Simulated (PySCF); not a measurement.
# NaGa+: bond curves at several levels of theory

One job finds the state of NaGa+, follows it along the bond with each method and fits the curves.

Method: Na x2c-SVPall, Ga x2c-SVPall, spin-free X2C with a Gaussian nucleus; program: PySCF 2.14.0.

**1. Set-up**

Settings of the job:

```json
{
  "atoms": "Na, Ga",
  "charge": "1",
  "basis": "Na x2c-SVPall, Ga x2c-SVPall",
  "Hamiltonian": "spin-free X2C with a Gaussian nucleus",
  "basis functions": "47",
  "electrons treated": "41",
  "masses in u": "22.9898, 68.9256",
  "levels": "PBE0, PBE, r²SCAN, TPSSh, B97-3, revPBE, CAM-B3LYP, HF, MP2, SCS-MP2, CCSD, CCSD(T)",
  "grid": "80 radial by 434 angular points",
  "occupations": "held fixed by the projection of orbital angular momentum",
  "dissociation limit": "Na+ + Ga, each in its ground configuration",
  "starting distance in angstrom": "2.880",
  "values of 2S to try": "1, 3"
}
```

Further steps of the session: First curve: PBE0; Excited determinants; PBE; r²SCAN (meta-GGA); TPSSh (hybrid meta-GGA); B97-3 (global hybrid GGA); revPBE (GGA); CAM-B3LYP (range-separated hybrid); UHF; MP2 and coupled cluster.

Q: Predict the outcome of this session. Wanted: for each run, Re; ωe; De; μ.

The runs gave:

Lowest PBE0 solution found, without spin–orbit coupling: ²Σ⁺ (doublet), unpaired electrons σ ↑. State 2 has its PBE0 minimum 0.92 eV higher. State 3 has its PBE0 minimum 5.15 eV higher. The other levels ran on the lowest alone.

| level | Re (Å) | ωe (cm⁻¹) | De (eV) | μ (D) |
| --- | --- | --- | --- | --- |
| UHF | 3.507 | 103.8 | 0.81 | -8.37 |
| UHF-MP2 | 3.460 | 106.2 | 0.79 | n/a |
| UHF-SCS-MP2 | 3.471 | 105.6 | 0.79 | n/a |
| UHF-CCSD | 3.465 | 106.8 | 0.79 | n/a |
| UHF-CCSD(T) | 3.463 | 106.9 | 0.79 | n/a |
| PBE | 3.486 | 95.2 | 1.04 | -6.97 |
| revPBE | 3.532 | 93.4 | 1.01 | -7.17 |
| r²SCAN | 3.455 | 102.3 | 0.89 | -7.83 |
| TPSSh | 3.464 | 100.3 | 0.95 | -7.54 |
| PBE0 | 3.442 | 101.8 | 0.96 | -7.38 |
| B97-3 | 3.446 | 105.0 | 0.86 | -7.90 |
| CAM-B3LYP | 3.369 | 108.1 | 0.96 | -7.35 |

De is counted to Na+ + Ga in their ground configurations. A positive dipole points from Na to Ga; in an ion it is taken about the centre of mass and does not tell which atom is negative.

What this shows: Bond lengths run from 3.369 Å (CAM-B3LYP) to 3.532 Å (revPBE). CCSD(T) can't serve as the judge here: for a weak bond in this basis it is far from its limit. Among the levels with a De in the table, it runs from 0.79 eV (UHF-CCSD(T)) to 1.04 eV (PBE).

Correlated steps freeze 10 core orbitals.
